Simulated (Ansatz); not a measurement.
# C3H11MgN: the cost of one run

Method: UKS revPBE/STO-3G, in Ansatz 0.2.0.

## 1. The system as given

Bond lengths: Mg1–C2 2.527 Å, Mg1–C3 2.114 Å, Mg1–N5 2.474 Å, N5–C6 1.445 Å, C2–H7 1.094 Å, C2–H8 1.086 Å, C2–H9 1.095 Å, C3–H10 1.088 Å, C3–H11 1.090 Å, C3–H12 1.086 Å, N5–H13 1.018 Å, C6–H14 1.101 Å, C6–H15 1.098 Å, C6–H16 1.096 Å. Angles (14 of 24 angles, heavy atoms first): C2–Mg1–C3 117.7°, C2–Mg1–N5 66.4°, C3–Mg1–N5 133.7°, Mg1–N5–C6 115.5°, Mg1–C2–H7 84.9°, Mg1–C2–H8 156.8°, Mg1–C2–H9 86.3°, Mg1–C3–H10 112.0°, Mg1–C3–H11 104.7°, Mg1–C3–H12 114.5°, Mg1–N5–H13 133.5°, C6–N5–H13 109.2°, N5–C6–H14 112.0°, N5–C6–H15 112.4°.

Structure file:

```xyz
16

Mg   -1.3868    0.2911    0.1685
C     0.6190    1.1882    1.4163
C    -2.2005   -1.5518    0.8091
H     0.6328    1.0877    0.0238
N     0.5029    0.9055   -1.3061
C     1.3149   -0.1966   -1.7675
H     0.5773    0.2428    1.9654
H     1.6197    1.5926    1.5382
H    -0.0733    1.9050    1.8698
H    -2.5880   -2.1366   -0.0221
H    -1.3584   -2.0897    1.2435
H    -2.9789   -1.4632    1.5618
H     0.7234    1.7354   -1.8524
H     2.3912    0.0242   -1.6948
H     1.1047   -0.4639   -2.8120
H     1.1000   -1.0705   -1.1416
```

## 2. Run 1

150 steps of 0.5 fs at constant energy, with velocities drawn for 1000 K.

Contents of input.yaml:

```yaml
crystal:
  periodic: [false, false, false]
  atoms:
    - { symbol: Mg, position_ang: [-1.3868, 0.2911, 0.1685] }
    - { symbol: C, position_ang: [0.619, 1.1882, 1.4163] }
    - { symbol: C, position_ang: [-2.2005, -1.5518, 0.8091] }
    - { symbol: H, position_ang: [0.6328, 1.0877, 0.0238] }
    - { symbol: "N", position_ang: [0.5029, 0.9055, -1.3061] }
    - { symbol: C, position_ang: [1.3149, -0.1966, -1.7675] }
    - { symbol: H, position_ang: [0.5773, 0.2428, 1.9654] }
    - { symbol: H, position_ang: [1.6197, 1.5926, 1.5382] }
    - { symbol: H, position_ang: [-0.0733, 1.905, 1.8698] }
    - { symbol: H, position_ang: [-2.588, -2.1366, -0.0221] }
    - { symbol: H, position_ang: [-1.3584, -2.0897, 1.2435] }
    - { symbol: H, position_ang: [-2.9789, -1.4632, 1.5618] }
    - { symbol: H, position_ang: [0.7234, 1.7354, -1.8524] }
    - { symbol: H, position_ang: [2.3912, 0.0242, -1.6948] }
    - { symbol: H, position_ang: [1.1047, -0.4639, -2.812] }
    - { symbol: H, position_ang: [1.1, -1.0705, -1.1416] }
magnetization:
  spin_polarized: true
basis:
  gaussian: { orbitals: STO-3G }
hamiltonian:
  xc: revpbe
md:
  timestep: 0.5
  n_steps: 150
  ensemble: nve
  temperature: 1000.0
  initial_velocities: maxwell_boltzmann
  seed: 205889
```

Started as:

```bash
$ ansatz run input.yaml --threads 1 --pin off --max-ram 2048MiB --backend cpu --events-out ev --progress --plain --runs-dir out
```

Q: Estimate wall time and peak memory on 1 thread of Arm Neoverse V2, shared host.

About 9.1 min, with a peak of 0.12 GiB.
